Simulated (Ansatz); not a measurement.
# CH₆AlNOS: basis-set convergence

Aim: see how fast density functionals converge with the basis set for CH₆AlNOS.

Program: Ansatz 0.2.0, Gaussian basis. Level of theory: one geometry, several basis sets. These are calculated values, not measurements.

Plan: PBE0-D4/def2-SVP; ωB97M-V/def2-SVP; PBE0-D4/def2-QZVPP; ωB97M-V/def2-QZVPP; the functionals' def2-TZVPP values are taken from earlier runs.

**1. The relaxed structure**

All runs share one geometry, relaxed beforehand with PBE0-D4/def2-TZVP.

11 atoms, charge 0, spin multiplicity 1.

Atoms are counted from 1 here; the program's logs count them from 0.

Bond lengths: C1–N2 1.447 Å, C1–H6 1.096 Å, C1–H7 1.093 Å, C1–H8 1.096 Å, N2–Al3 1.757 Å, N2–H9 1.008 Å, Al3–O4 1.692 Å, Al3–S5 2.189 Å, O4–H10 0.954 Å, S5–H11 1.344 Å. Angles: N2–C1–H6 112.4°, N2–C1–H7 110.2°, N2–C1–H8 112.4°, H6–C1–H7 106.9°, H6–C1–H8 107.8°, H7–C1–H8 106.9°, C1–N2–Al3 128.0°, C1–N2–H9 112.5°, Al3–N2–H9 119.5°, N2–Al3–O4 118.2°, N2–Al3–S5 118.0°, O4–Al3–S5 123.8°, Al3–O4–H10 125.6°, Al3–S5–H11 93.3°.

As a file:

| atom | x (Å) | y (Å) | z (Å) |
| --- | --- | --- | --- |
| C1 | -0.4031 | -0.4573 | 1.8188 |
| N2 | 0.5828 | -0.1983 | 0.7922 |
| Al3 | 0.3064 | 0.2176 | -0.8926 |
| O4 | 1.6537 | 0.4694 | -1.8850 |
| S5 | -1.7633 | 0.3811 | -1.5859 |
| H6 | -0.3338 | 0.2513 | 2.6527 |
| H7 | -1.4109 | -0.3642 | 1.4056 |
| H8 | -0.3201 | -1.4698 | 2.2312 |
| H9 | 1.5277 | -0.2783 | 1.1352 |
| H10 | 1.6258 | 0.7006 | -2.8099 |
| H11 | -1.3998 | 0.6907 | -2.8417 |

**2. PBE0-D4 in def2-SVP**

in.yaml

```yaml
crystal:
  periodic: [false, false, false]
  atoms:
    - {symbol: C, position_ang: [-0.403145, -0.457253, 1.818785]}
    - {symbol: N, position_ang: [0.582786, -0.198300, 0.792183]}
    - {symbol: Al, position_ang: [0.306354, 0.217620, -0.892618]}
    - {symbol: O, position_ang: [1.653702, 0.469434, -1.884976]}
    - {symbol: S, position_ang: [-1.763336, 0.381053, -1.585907]}
    - {symbol: H, position_ang: [-0.333787, 0.251252, 2.652724]}
    - {symbol: H, position_ang: [-1.410855, -0.364184, 1.405588]}
    - {symbol: H, position_ang: [-0.320079, -1.469753, 2.231191]}
    - {symbol: H, position_ang: [1.527693, -0.278304, 1.135162]}
    - {symbol: H, position_ang: [1.625826, 0.700586, -2.809874]}
    - {symbol: H, position_ang: [-1.399759, 0.690749, -2.841656]}
basis:
  gaussian: {orbitals: def2-SVP}
hamiltonian: {xc: pbe0, dispersion: d4}
output: {orbitals: {seedname: orbitals}}
```

The run is started by

```console
$ ansatz run in.yaml --threads 4 --pin off --events-out ev --progress --plain --max-ram 10444MiB
```

The runs that follow: ωB97M-V in def2-SVP; PBE0-D4 in def2-QZVPP; ωB97M-V in def2-QZVPP.

Before running them: what should the planned runs give, taken together? Wanted: PBE0-D4: double and triple zeta above quadruple; ωB97M-V: double and triple zeta above quadruple.

**Answer**, as computed:

| quantity | value |
| --- | --- |
| PBE0-D4: double and triple zeta above quadruple | 12.64, 0.83 eV |
| ωB97M-V: double and triple zeta above quadruple | 12.76, 0.80 eV |

In words: For PBE0-D4 the step from double to triple zeta gains 11.81 eV and the next only 0.83 eV. These are total energies; as a rule much of such shifts cancels in differences, which this series doesn't test. The LUMO of ωB97M-V is positive and keeps falling with the basis (1.66 to 0.73 eV): an unbound level that the basis holds in place.
